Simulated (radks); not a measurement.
# Valence configurations of Bi

An exercise on one series of results from a longer session: the logs are not shown, and one member is left open.

The numbers are computed with radks (a radial shooting solver on a logarithmic mesh, Libxc functionals) version 1 (scalar-relativistic Kohn-Sham, PBE, spin-polarised, spherical densities, finite nucleus; open shells are filled with parallel spins first), except any that are marked as measured or tabulated.

## What is computed

```
element            : bismuth (Z = 83)
charge             : 0
electrons          : 83
configuration      : [Hg] 6p3
nuclear rms radius : 5.5211 fm
others tried       : [Xe] 4f14 5d10 6s1.5 6p3.5; [Xe] 4f13 5d10 6s2 6p4; [Xe] 4f14 5d9 6s2 6p4; [Xe] 4f13 5d10 6s1.5 6p4.5; [Xe] 4f14 5d10 6p5; [Xe] 4f14 5d10 6s1 6p4; [Xe] 4f12 5d10 6s1.5 6p5.5; [Xe] 4f14 5d10 6s0.5 6p4.5; [Xe] 4f14 5d8 6s2 6p5
```

Outer shells as boxes (Hund's rule):

Bi
```
[Hg] core
6p [↑ ][↑ ][↑ ]
```

The first run:

The run's settings:

```text
Z 83
configuration [Hg] 6p3
relativity scalar-relativistic
functional pbe,pbe
spin polarised
nucleus finite rms 5.5211 fm
c 137.035999084
```

Steps of the session up to this table: [Hg] 6p3.

One of the session's tables, all rows but one given; the rest of the session is left out.

It belongs to the step «[Hg] 6p3». From the orbitals of this run (lengths in bohr):

```
  level     <r>  outermost maximum (interpolated)  90 % within  nodes
  5p up  0.9484                             0.860         1.37      3
5p down  0.9478                             0.860         1.36      3
  5d up   1.240                              1.03         1.87      2
5d down   1.229                              1.03         1.85      2
  6s up   2.188                              1.89         3.20      5
6s down       ?                                 ?            ?      ?
  6p up   3.016                              2.47         4.54      4
6p down   3.073                              2.45         4.69      4
```

Estimate the missing values for 6s down.

**Answer.** <r>: 2.158; outermost maximum (interpolated): 1.86; 90 % within: 3.16; nodes: 5. In the column «<r>» it lies between 5d up (1.240) and 6s up (2.188).
